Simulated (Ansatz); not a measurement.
**Si₂BH₇NF: a ladder of functionals and wavefunction methods**

Aim: compute Si₂BH₇NF with functionals from several rungs and with coupled cluster. The yardstick is the atomisation energy at the CCSD(T) limit.

Computed with Ansatz 0.2.0, Gaussian basis. Level: functionals in def2-TZVPP, the program's frozen cores in correlated methods.

Levels to be run: PBE-D4, r2SCAN-D4, PBE0-D4, B3LYP-D4, ωB97X-V, ωB97M-V, B2PLYP; CCSD(T)/def2-TZVPP; MP2/def2-QZVPP; extrapolation to the limit.

## (1) Structure used throughout

The geometry comes from an earlier relaxation with PBE0-D4/def2-TZVP; it is a stationary point, not always the lowest conformer.

SMILES `B[SiH2][SiH](N)F`, 12 atoms, charge 0, spin multiplicity 1.

Atoms are counted from 1 here; the program's logs count them from 0.

Bond lengths: B1–Si2 1.986 Å, B1–H6 1.197 Å, B1–H7 1.194 Å, Si2–Si3 2.357 Å, Si2–H8 1.489 Å, Si2–H9 1.488 Å, Si3–N4 1.699 Å, Si3–F5 1.611 Å, Si3–H10 1.484 Å, N4–H11 1.007 Å, N4–H12 1.006 Å. Angles: Si2–B1–H6 120.2°, Si2–B1–H7 121.8°, H6–B1–H7 117.7°, B1–Si2–Si3 100.6°, B1–Si2–H8 114.6°, B1–Si2–H9 115.6°, Si3–Si2–H8 106.8°, Si3–Si2–H9 108.7°, H8–Si2–H9 109.6°, Si2–Si3–N4 108.5°, Si2–Si3–F5 106.4°, Si2–Si3–H10 115.7°, N4–Si3–F5 114.1°, N4–Si3–H10 107.2°, F5–Si3–H10 105.2°, Si3–N4–H11 122.3°, Si3–N4–H12 122.8°, H11–N4–H12 112.2°.

## (2) PBE-D4 (GGA)

Input file in.yaml:

```yaml
crystal:
  periodic: [false, false, false]
  atoms:
    - {symbol: B, position_ang: [-0.971424, 1.150856, 1.448147]}
    - {symbol: Si, position_ang: [-0.976531, 0.949823, -0.527678]}
    - {symbol: Si, position_ang: [0.953580, -0.366879, -0.835737]}
    - {symbol: N, position_ang: [0.758151, -1.819673, 0.022233]}
    - {symbol: F, position_ang: [2.198448, 0.526860, -0.339610]}
    - {symbol: H, position_ang: [-1.369412, 0.261754, 2.144600]}
    - {symbol: H, position_ang: [-0.471333, 2.094406, 1.982915]}
    - {symbol: H, position_ang: [-2.122097, 0.167427, -1.069398]}
    - {symbol: H, position_ang: [-0.821804, 2.210628, -1.302545]}
    - {symbol: H, position_ang: [1.269273, -0.726011, -2.240431]}
    - {symbol: H, position_ang: [1.305007, -2.640785, -0.177550]}
    - {symbol: H, position_ang: [0.325239, -1.863605, 0.929056]}
basis:
  gaussian: {orbitals: def2-TZVPP}
hamiltonian: {xc: pbe, dispersion: d4}
output: {forces: true, orbitals: {seedname: orbitals}}
```

The run is started by

```sh
$ ansatz run in.yaml --threads 4 --pin off --events-out ev --progress --plain --max-ram 10444MiB
```

The runs that follow: r2SCAN-D4 (meta-GGA); PBE0-D4 (hybrid); B3LYP-D4 (hybrid); ωB97X-V (range-separated); ωB97M-V (range-separated); B2PLYP (double hybrid); CCSD(T) in def2-TZVPP; MP2 in def2-QZVPP.

Q: Predict the results of all the runs planned. Wanted: atomisation energy, CCSD(T)/CBS; farthest; mean size of error, hybrid; mean size of error, range-separated; gap, smallest and largest; T1 diagnostic; triples share of the correlation energy.

As calculated:

```
                               quantity                                value
        atomisation energy, CCSD(T)/CBS                        4006.4 kJ/mol
 functionals within 20.0 kJ/mol (0.5 %)         r2SCAN-D4, B3LYP-D4, ωB97M-V
                               farthest                B2PLYP (-46.4 kJ/mol)
             mean size of error, hybrid                          18.6 kJ/mol
    mean size of error, range-separated                          20.0 kJ/mol
              gap, smallest and largest  3.18 eV (PBE-D4), 9.64 eV (ωB97X-V)
                          T1 diagnostic                               0.0137
triples share of the correlation energy                                3.3 %
```

In words: PBE-D4 misses by +20.7 kJ/mol, or 1.9 kJ/mol for each of 11 bonds. Double hybrids carry the basis error of their MP2 part in triple zeta, and no dispersion term here, so their miss is partly the set-up's. Misses under about 20.0 kJ/mol are within the doubt on the reference itself, which lacks core-valence correlation, relativity and higher excitations. Hartree-Fock recovers 74 % of the binding; the rest is correlation. The gap grows from 3.2 to 9.6 eV across the functionals, mostly with the share of exact exchange.
